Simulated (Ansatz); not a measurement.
# SrPb2: the cost of one run

Program: Ansatz 0.2.0. Level of theory: DFT PBE, scalar-relativistic, plane waves, PAW. These are calculated values, not measurements.

## 1. The starting structure

Symmetry: I4/mmm, No. 139, tetragonal system. The conventional cell has a = 3.989 Å, b = 3.989 Å, c = 12.978 Å, α = 90.00°, β = 90.00°, γ = 90.00°. Sr (site symmetry 4/mmm) has 8 Pb at 3.50 Å and 4 Sr at 3.99 Å as nearest neighbours. Pb (site symmetry 4mm) has 4 Sr at 3.50 Å and 9 Pb at 3.66 to 4.15 Å as nearest neighbours.

Coordinates:

```
Sr Pb
1.0
    -1.99441    1.99441    6.48924
     1.99441   -1.99441    6.48924
     1.99441    1.99441   -6.48924
Sr Pb
1 2
Direct
  0.00000 0.00000 0.00000
  0.34000 0.34000 0.00000
  0.66000 0.66000 0.00000
```

This is candidate A: Ti2Pd type (I4/mmm, No. 139).

(A quick probe on a coarse mesh, which set the mesh and smearing, is not shown.)

## 3. Rough relaxation on the coarse mesh (candidate A)

Contents of input.yaml:

```yaml
crystal:
  lattice:
    - [-1.9944060573, 1.9944060573, 6.4892422331]
    - [1.9944060573, -1.9944060573, 6.4892422331]
    - [1.9944060573, 1.9944060573, -6.4892422331]
  atoms:
    - { symbol: Sr, position: [0.0, 0.0, 0.0] }
    - { symbol: Pb, position: [0.34, 0.34, 0.0] }
    - { symbol: Pb, position: [0.66, 0.66, 0.0] }
basis:
  ecutwfc: 420
kpoints:
  mp_grid: { grid: [6, 6, 6] }
hamiltonian:
  xc: pbe
scf:
  occupations: { method: gaussian, width: 0.1 }
  lower_state_search: "off"
output:
  forces: true
  stress: true
  eigenvalues: true
relax:
  adjacent_minimum: "off"
  f_tol: 0.04
  max_steps: 70
  cell: { stress_tol: 0.4 }
```

Run with:

```sh
$ ansatz run input.yaml --threads 1 --pin off --max-ram 2560MiB --backend cpu --events-out ev --progress --plain --runs-dir out
```

What time and memory should one allow on 1 thread of Intel Xeon Platinum 8259CL at 2.50GHz (Skylake/Cascade Lake), shared host?

About 31 s, with a peak of 0.46 GiB.
